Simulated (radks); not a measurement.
# Taking charge from the 1s level of N in fractions

The task here is to estimate one member of a computed series from the others.

Program: radks (a radial shooting solver on a logarithmic mesh, Libxc functionals) version 1. Level of theory: scalar-relativistic Kohn-Sham, PBE, spin-polarised, spherical densities, finite nucleus; open shells are filled with parallel spins first. These are calculated values, not measurements, unless marked.

1 further run of the same task is left out (it didn't finish).

## The atom as given

* element: nitrogen (Z = 7)
* charge: 0
* electrons: 7
* configuration: 1s(up 1, down 1) 2s2 2p3
* nuclear rms radius: 2.5582 fm

A shell typed twice in an input gives spin up, then spin down.

Set-up of the first run:

Settings of this run:

```text
Z 7
configuration 1s1 1s1 2s2 2p3
relativity scalar-relativistic
functional pbe,pbe
spin polarised
nucleus finite rms 2.5582 fm
c 137.035999084
```

Among the steps run: Start: 1s(up 1, down 1) 2s2 2p3.

One table of the session follows, with a row left open; its other results are not shown here.

It belongs to the step «Start: 1s(up 1, down 1) 2s2 2p3». Radial moments (bohr):

```
  level     <r>  outermost maximum (interpolated)  90 % within
  1s up  0.2301                             0.148        0.413
1s down  0.2294                             0.148        0.411
  2s up       ?                                 ?            ?
2s down   1.364                              1.03         2.21
  2p up   1.435                             0.962         2.49
2p down   1.650                              1.01         2.97
```

Q: Estimate the row for 2s up from the others.

The run gave: <r>: 1.304; outermost maximum (interpolated): 1.01; 90 % within: 2.09. In the column «<r>» it lies between 1s up (0.2301) and 2s down (1.364).
